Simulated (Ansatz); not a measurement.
# MgFBr: the cell at several levels of theory

The task here is to estimate one member of a computed series from the others.

The runs shown are made with Ansatz 0.2.0. PAW datasets, plane waves, zero pressure. Note: simulated data, non-magnetic, for a generated structure that need not be the stable one.

### The system as given

In-plane lattice: a = 2.855 Å, b = 2.855 Å, γ = 120.0°; thickness between the outer nuclei 2.79 Å. Near Mg stand 3 Br at 2.16 Å and 3 F at 2.16 Å; near F stand 3 Mg at 2.16 Å; near Br stand 3 Mg at 2.16 Å.

The structure in full:

```xyz
3
Lattice="2.8545 0.0000 0.0000 -1.4273 2.4721 0.0000 0.0000 0.0000 18.0000" Properties=species:S:1:pos:R:3 pbc="T T F"
Mg    0.0000    1.6480    9.0000
F     1.4273    0.8240   10.3935
Br    1.4273    0.8240    7.6065
```
Two periodic directions, a and b.

Set-up of the first run:

The input, input.yaml:

```yaml
crystal:
  lattice:
    - [2.85450534, 0.0, 0.0]
    - [-1.42725267, 2.4720741397, 0.0]
    - [0.0, 0.0, 18.0]
  atoms:
    - { symbol: Mg, position: [0.3333333333, 0.6666666667, 0.5] }
    - { symbol: F, position: [0.6666666667, 0.3333333333, 0.57741878] }
    - { symbol: Br, position: [0.6666666667, 0.3333333333, 0.42258122] }
  periodic: [true, true, false]
kpoints:
  mp_grid: { grid: [12, 12, 1] }
hamiltonian:
  xc: pbe
scf:
  occupations: { method: fermi_dirac, width: 0.02 }
relax:
  f_tol: 0.005
  cell: {}
```

Run with:

```bash
$ ansatz run input.yaml --threads 4 --pin off --max-ram 5529MiB --backend cpu --events-out ev --progress --plain --runs-dir out
```

Steps of the session up to this table: Relaxing with PBE; Relaxing with r2SCAN; PBEsol: cell and atoms; Relaxation with LDA; Relaxing with HSE06.

One table of the session follows, with a row left open; its other results are not shown here.

```
 level  a (Å)  area (Å²/atom)
   PBE      ?               ?
r2SCAN  3.405           3.347
PBEsol  3.389           3.315
   LDA  3.337           3.215
 HSE06  3.404           3.345
```

Q: Estimate the row for PBE from the others.

As computed: a (Å): 3.433; area (Å²/atom): 3.403. In the column «a (Å)» it is the highest.

The first relaxation changed the area by +44.7 % from the start. The area runs from LDA (least) to PBE (most), a spread of 5.8 %, or 2.9 % in length if all axes shared it alike. The meshes differ: PBE 12×12×1, r2SCAN 12×12×1, PBEsol 12×12×1, LDA 12×12×1, HSE06 6×6×1.

Caveats from the session: Warnings in the runs' records: slab cell height set, xc potential rough in thin density.
